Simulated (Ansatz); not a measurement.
Predict the output of the script below (Ansatz 0.2.0 through its Python package).

The script, `plan.py`:
```python
"""Dry run for AlRu: grids, bands and k-points."""

import ansatz

SETTINGS = {
    "functional": "pbe",
    "mesh": (5, 5, 5),
    "max_iterations": 200,
    "extra_bands": 16,
    "cutoff_ev": 630,
}


def main() -> None:
    lattice = ansatz.Lattice.of(
        [2.9916, 0.0, 0.0],
        [0.0, 2.9916, 0.0],
        [0.0, 0.0, 2.9916],
    )
    sites = [
        ("Al", [0.0, 0.0, 0.0]),
        ("Ru", [0.5, 0.5, 0.5]),
    ]
    cell = ansatz.Crystal(lattice=lattice)
    for symbol, position in sites:
        cell = cell.atom(symbol, position)

    calc = (
        cell.calculation()
        .mixing("msr1", preconditioner="local_kerker")
        .functional(SETTINGS["functional"])
        .kpoints(mesh=SETTINGS["mesh"])
        .scf(max_iterations=SETTINGS["max_iterations"], extra_bands=SETTINGS["extra_bands"])
        .occupations(ansatz.OccupationsMethod.GAUSSIAN)
        .initial_density(normalization="cell")
        .basis(SETTINGS["cutoff_ev"], xc_grid=3)
    )
    session = calc.session()
    print("features:", ", ".join(session.active_features))
    print("SCF threshold (eV):", session.dr2_threshold)
    planned = session.plan(dry_run=True)
    told = planned.describe()
    for name in ("ecut_ev", "ecutrho_ev", "n_bands", "nominal_top_band", "n_pw_range", "fft_dense", "fft_smooth", "n_sym_ops", "cell_volume_ang3"):
        print(f"{name:18s} {told[name]}")
    print("irreducible k-points and weights")
    for k, weight in zip(told.kpoints_frac, told.kweights):
        print(f"  {k[0]:8.4f} {k[1]:8.4f} {k[2]:8.4f}  {weight:.5f}")


if __name__ == "__main__":
    main()
```

```console
$ python plan.py
features: FinerXcGrid, AnyPaw, Paw, PbeFamilyXc, FractionalOccupations, GaussianSmearing
SCF threshold (eV): 1e-07
ecut_ev            630.0
ecutrho_ev         2520.0
n_bands            26
nominal_top_band   10
n_pw_range         [949, 973]
fft_dense          [25, 25, 25]
fft_smooth         [25, 25, 25]
n_sym_ops          48
cell_volume_ang3   26.773834447296
irreducible k-points and weights
    0.0000   0.0000   0.0000  0.00800
    0.0000   0.0000   0.2000  0.04800
    0.0000   0.0000   0.4000  0.04800
    0.0000   0.2000   0.2000  0.09600
    0.0000   0.2000   0.4000  0.19200
    0.0000   0.4000   0.4000  0.09600
    0.2000   0.2000   0.2000  0.06400
    0.2000   0.2000   0.4000  0.19200
    0.2000   0.4000   0.4000  0.19200
    0.4000   0.4000   0.4000  0.06400
```
